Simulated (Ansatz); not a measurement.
# CH6N2OSi: vertical spin-state energies, by script

Which spin state of CH6N2OSi lies lowest at this geometry? Wanted for CH6N2OSi: vertical spin-state energies. SMILES: N=CO[SiH2]N.

Program: Ansatz 0.2.0, driven from Python. Level of theory: CAM-B3LYP/def2-SVP. These are calculated values, not measurements.

## (1) The system

Bond lengths: N1–C2 1.257 Å, C2–O3 1.317 Å, O3–Si4 1.657 Å, Si4–N5 1.724 Å, N1–H6 1.097 Å, C2–H7 1.111 Å, Si4–H8 1.496 Å, Si4–H9 1.403 Å, N5–H10 1.054 Å, N5–H11 1.038 Å. Angles: N1–C2–O3 121.7°, N1–C2–H7 127.9°, O3–C2–H7 110.3°, C2–N1–H6 106.4°, C2–O3–Si4 130.7°, O3–Si4–N5 105.8°, O3–Si4–H8 109.2°, O3–Si4–H9 112.5°, N5–Si4–H8 107.0°, N5–Si4–H9 108.0°, H8–Si4–H9 113.8°, Si4–N5–H10 106.9°, Si4–N5–H11 108.8°, H10–N5–H11 102.5°.

The script holds or builds the structure itself.

## (2) Script

spin_ch6n2osi.py reads:

```python
import ansatz
from ase import Atoms

atoms = Atoms(['N', 'C', 'O', 'Si', 'N', 'H', 'H', 'H', 'H', 'H', 'H'], positions=[
    [-1.5985, 0.7898, 0.0952],
    [-0.5235, 1.4153, 0.2757],
    [0.6461, 0.8732, 0.0065],
    [1.0292, -0.5725, -0.7061],
    [0.4037, -1.7923, 0.3394],
    [-2.4079, 1.482, 0.3587],
    [-0.3889, 2.4365, 0.6923],
    [0.2954, -0.6903, -2.0046],
    [2.4142, -0.7666, -0.8179],
    [0.8052, -1.6109, 1.2965],
    [-0.6097, -1.6213, 0.4848],
])
system = ansatz.Crystal.molecule_from_ase(atoms)

base = system.calculation()
base = base.basis(gaussian='def2-SVP')
base = base.functional('cam_b3lyp')
found = {}
for unpaired in [0, 2]:
    report = base.spin('collinear', total=unpaired).run().report
    s = unpaired / 2
    found[unpaired] = report['free_energy_ev']
    print(f'2S+1 = {unpaired + 1}: E = {found[unpaired]:.5f} eV, <S^2> = {abs(report["mean_field"]["state"]["spin_squared"]):.3f} (pure state {s * (s + 1):.2f})')
lowest = min(found, key=found.get)
for unpaired, e in found.items():
    print(f'multiplicity {unpaired + 1}: {(e - found[lowest]):.3f} eV above the lowest')
```

## (3) The input behind the calls

The engine receives this input (first run):

```yaml
crystal:
  periodic: [false, false, false]
  atoms:
    - { symbol: "N", position_ang: [-1.5985, 0.7898, 0.0952] }
    - { symbol: C, position_ang: [-0.5235, 1.4153, 0.2757] }
    - { symbol: O, position_ang: [0.6461, 0.8732, 0.0065] }
    - { symbol: Si, position_ang: [1.0292, -0.5725, -0.7061] }
    - { symbol: "N", position_ang: [0.4037, -1.7923, 0.3394] }
    - { symbol: H, position_ang: [-2.4079, 1.482, 0.3587] }
    - { symbol: H, position_ang: [-0.3889, 2.4365, 0.6923] }
    - { symbol: H, position_ang: [0.2954, -0.6903, -2.0046] }
    - { symbol: H, position_ang: [2.4142, -0.7666, -0.8179] }
    - { symbol: H, position_ang: [0.8052, -1.6109, 1.2965] }
    - { symbol: H, position_ang: [-0.6097, -1.6213, 0.4848] }
basis:
  gaussian:
    orbitals: def2-SVP
hamiltonian:
  xc: cam_b3lyp
magnetization:
  spin_polarized: true
  initial_magnetization: 0.0
```

## (4) The run

Command:

```sh
$ python spin_ch6n2osi.py
```

**Question.** Which spin state is lowest at this geometry, and how far above lie the others?

The runs gave:

| quantity | value |
| --- | --- |
| runs compared | 2 |
| lowest | run 1 (2S+1 = 1) |
| next above it by | 5.226 eV |

**Reading.** In order: multiplicity 1 (+0.00 eV) and multiplicity 3 (+5.23 eV), all at the one geometry. The geometry is a force-field or estimated start, not a minimum of this method, and the basis set is short of its limit. All parts are taken at fixed geometry, without zero-point energy.
